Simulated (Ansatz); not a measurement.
# AsBFH5Si: energies of removing a hydrogen

Program: the Python package of Ansatz 0.2.0. Level of theory: r2SCAN+D3(BJ)/def2-SVP. These are calculated values, not measurements.

## (1) The structure

Bond lengths: B1–Si2 1.891 Å, Si2–F3 1.656 Å, Si2–As4 2.299 Å, B1–H5 1.246 Å, B1–H6 1.159 Å, Si2–H7 1.471 Å, As4–H8 1.599 Å, As4–H9 1.625 Å. Angles: B1–Si2–F3 108.3°, B1–Si2–As4 110.6°, B1–Si2–H7 111.7°, F3–Si2–As4 108.2°, F3–Si2–H7 108.3°, As4–Si2–H7 109.7°, Si2–B1–H5 118.6°, Si2–B1–H6 125.0°, H5–B1–H6 116.3°, Si2–As4–H8 90.2°, Si2–As4–H9 91.2°, H8–As4–H9 90.5°.

No structure file is read: the coordinates are typed or built in the script.

## (2) Script

Input file asbfh5si.py:

```python
# -*- coding: utf-8 -*-
"""X-H bond energies and deprotonation of AsBFH5Si without relaxation."""

import ansatz as az


def total_energy(molecule, charge=0, unpaired=0):
    calc = (
        molecule.calculation()
        .basis(gaussian="def2-SVP")  # atom-centred Gaussian functions
        .functional("r2scan", dispersion="d3bj")  # exchange and correlation
    )
    if charge:
        calc = calc.charge(charge)
    if unpaired:
        calc = calc.spin("collinear", total=unpaired)
    report = calc.run(threads=1).report
    if report["published_state_doubts"]:
        print("  doubts:", report["published_state_doubts"])
    return report["free_energy_ev"]

GEOMETRY = """
B    -0.71310    1.02520    0.66640
Si    0.73500    0.36710   -0.35640
F     2.12960    0.61030    0.50190
As    0.50340   -1.88970   -0.72770
H    -1.43120    1.91950    0.17890
H    -1.00930    0.64650    1.72110
H     0.85580    1.07090   -1.64210
H    -1.01740   -1.66720   -1.16960
H     0.03570   -2.12880    0.81040
"""

def without(molecule, index):
    rest = az.Crystal.molecule()
    for i, site in enumerate(molecule.cartesian_sites):
        if i != index:
            rest = rest.atom(site.symbol, site.position_ang)
    return rest

system = az.Crystal.molecule()
for line in GEOMETRY.strip().splitlines():
    symbol, *xyz = line.split()
    system = system.atom(symbol, [float(v) for v in xyz])

whole = total_energy(system, 0)
hydrogen = total_energy(az.Crystal.molecule().atom("H", (0, 0, 0)), 0, 1)
print(f"E(molecule) = {whole:.5f} eV, E(H) = {hydrogen:.5f} eV")
for index in [5, 6, 8]:
    radical = total_energy(without(system, index), 0, 1)
    print(f"H{index}: homolysis {(radical + hydrogen - whole):.3f} eV")
    anion = total_energy(without(system, index), -1)
    print(f"H{index}: loss of a proton {(anion - whole):.3f} eV")
```

## (3) The run

Run with:

```
> python asbfh5si.py
```

Q: Estimate wall time and peak memory on 1 thread of Arm Neoverse N1, shared host.

About 2 min, with a peak of 0.27 GiB.
